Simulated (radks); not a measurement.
**The series with 2 electrons, He to Al¹¹⁺**

What does a rising nuclear charge do to the levels of a fixed set of electrons? The series is run ion by ion, each ion in its NIST ground configuration.

The numbers are computed with radks (a radial shooting solver on a logarithmic mesh, Libxc functionals) version 1 (scalar-relativistic Kohn-Sham, PBE, spin-polarised, spherical densities, finite nucleus), except any that are marked as measured or tabulated.

### 1 What is computed

* electrons: 2
* ions: He, Li⁺, Be²⁺, B³⁺, C⁴⁺, N⁵⁺, O⁶⁺, F⁷⁺, Ne⁸⁺, Mg¹⁰⁺, Al¹¹⁺
* configuration: NIST ground configuration of each

### 2 He, [He]

Input:

```text
Z 2
configuration [He]
relativity scalar-relativistic
functional pbe,pbe
spin polarised
nucleus finite rms 1.6755 fm
c 137.035999084
```

### 3 Li⁺, [He]

Input:

```text
Z 3
configuration [He] 2s0 2p0
relativity scalar-relativistic
functional pbe,pbe
spin polarised
nucleus finite rms 2.444 fm
c 137.035999084
```

### 4 Be²⁺, [He]

Input:

```text
Z 4
configuration [He] 2s0 2p0
relativity scalar-relativistic
functional pbe,pbe
spin polarised
nucleus finite rms 2.519 fm
c 137.035999084
```

### 5 B³⁺, [He]

Input:

```text
Z 5
configuration [He] 2s0 2p0
relativity scalar-relativistic
functional pbe,pbe
spin polarised
nucleus finite rms 2.406 fm
c 137.035999084
```

### 6 C⁴⁺, [He]

Input:

```text
Z 6
configuration [He] 2s0 2p0
relativity scalar-relativistic
functional pbe,pbe
spin polarised
nucleus finite rms 2.4702 fm
c 137.035999084
```

### 7 N⁵⁺, [He]

Input:

```text
Z 7
configuration [He] 2s0 2p0
relativity scalar-relativistic
functional pbe,pbe
spin polarised
nucleus finite rms 2.5582 fm
c 137.035999084
```

### 8 O⁶⁺, [He]

Input:

```text
Z 8
configuration [He] 2s0 2p0
relativity scalar-relativistic
functional pbe,pbe
spin polarised
nucleus finite rms 2.6991 fm
c 137.035999084
```

### 9 F⁷⁺, [He]

Input:

```text
Z 9
configuration [He] 2s0 2p0
relativity scalar-relativistic
functional pbe,pbe
spin polarised
nucleus finite rms 2.8976 fm
c 137.035999084
```

### 10 Ne⁸⁺, [He]

Input:

```text
Z 10
configuration [He] 2s0 2p0
relativity scalar-relativistic
functional pbe,pbe
spin polarised
nucleus finite rms 3.0055 fm
c 137.035999084
```

### 11 Mg¹⁰⁺, [He]

Input:

```text
Z 12
configuration [He] 2s0 2p0
relativity scalar-relativistic
functional pbe,pbe
spin polarised
nucleus finite rms 3.057 fm
c 137.035999084
```

### 12 Al¹¹⁺, [He]

Input:

```text
Z 13
configuration [He] 2s0 2p0
relativity scalar-relativistic
functional pbe,pbe
spin polarised
nucleus finite rms 3.061 fm
c 137.035999084
```

Before running it: what results should come out? Wanted: for each run, ion; E; ε(1s); <r>(1s).

As calculated:

```
  ion  E (hartree)  ε(1s) (eV)  <r>(1s) (bohr)
   He     -2.89307     -15.764          0.9458
  Li⁺     -7.25756     -60.415          0.5789
 Be²⁺    -13.62232     -132.28          0.4174
  B³⁺    -21.98899     -231.38          0.3264
  C⁴⁺    -32.35915     -357.73          0.2680
  N⁵⁺    -44.73458     -511.35          0.2273
  O⁶⁺    -59.11735     -692.27          0.1973
  F⁷⁺    -75.50982     -900.53          0.1743
 Ne⁸⁺    -93.91468     -1136.1          0.1561
Mg¹⁰⁺   -136.77395     -1689.6          0.1291
Al¹¹⁺   -161.23537     -2007.6          0.1188
```

What this shows: From He to Al¹¹⁺ the 1s level deepens by a factor 127 and shrinks by a factor 7.96.
